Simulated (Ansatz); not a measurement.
# ScAl2As3: the cost of one run

Computed with Ansatz 0.2.0 (DFT PBE, scalar-relativistic, plane waves, PAW, unless a step's input says otherwise).

## (1) The structure to begin with

It takes space group P6/mmm (No. 191, hexagonal). Conventional cell: a = 4.896 Å, b = 4.896 Å, c = 6.801 Å, α = 90.00°, β = 90.00°, γ = 120.00°. Sc (site symmetry 6/mmm) has 6 Al at 2.83 Å as nearest neighbours. Al (site symmetry -6m2) is surrounded by 3 Sc at 2.83 Å and 3 Al at 2.83 Å. As (site symmetry mmm) is surrounded by 4 As at 2.45 Å.

Structure file:

```
Sc Al As
1.0
     4.89638    0.00000    0.00000
    -2.44819    4.24039    0.00000
     0.00000    0.00000    6.80072
Sc Al As
1 2 3
Cartesian
  0.0000 0.0000 3.4004
  0.0000 2.8269 3.4004
  2.4482 1.4135 3.4004
  2.4482 0.0000 0.0000
  -1.2241 2.1202 0.0000
  1.2241 2.1202 0.0000
```

Recipe of the guess: random cell by space group and Wyckoff sites (P6/mmm, No. 191). Its size is a rough estimate.

## (2) Probe: one point on a coarse mesh

input.yaml

```yaml
crystal:
  lattice:
    - [4.89638092, 0.0, 0.0]
    - [-2.44819046, 4.24039027, 0.0]
    - [0.0, 0.0, 6.80071681]
  atoms:
    - { symbol: Sc, position: [0.0, 0.0, 0.5] }
    - { symbol: Al, position: [0.33333333, 0.66666667, 0.5] }
    - { symbol: Al, position: [0.66666667, 0.33333333, 0.5] }
    - { symbol: As, position: [0.5, 0.0, 0.0] }
    - { symbol: As, position: [0.0, 0.5, 0.0] }
    - { symbol: As, position: [0.5, 0.5, 0.0] }
basis:
  ecutwfc: 420
kpoints:
  mp_grid: { grid: [6, 6, 4] }
hamiltonian:
  xc: pbe
scf:
  occupations: { method: gaussian, width: 0.1 }
  lower_state_search: "off"
output:
  forces: true
  stress: true
  eigenvalues: true
```

On the command line:

```sh
$ ansatz run input.yaml --threads 1 --pin off --max-ram 2560MiB --backend cpu --events-out ev --progress --plain --runs-dir out
```

Q: Estimate wall time and peak memory on 1 thread of Arm Neoverse V2, shared host.

About 8 s, with a peak of 0.43 GiB.
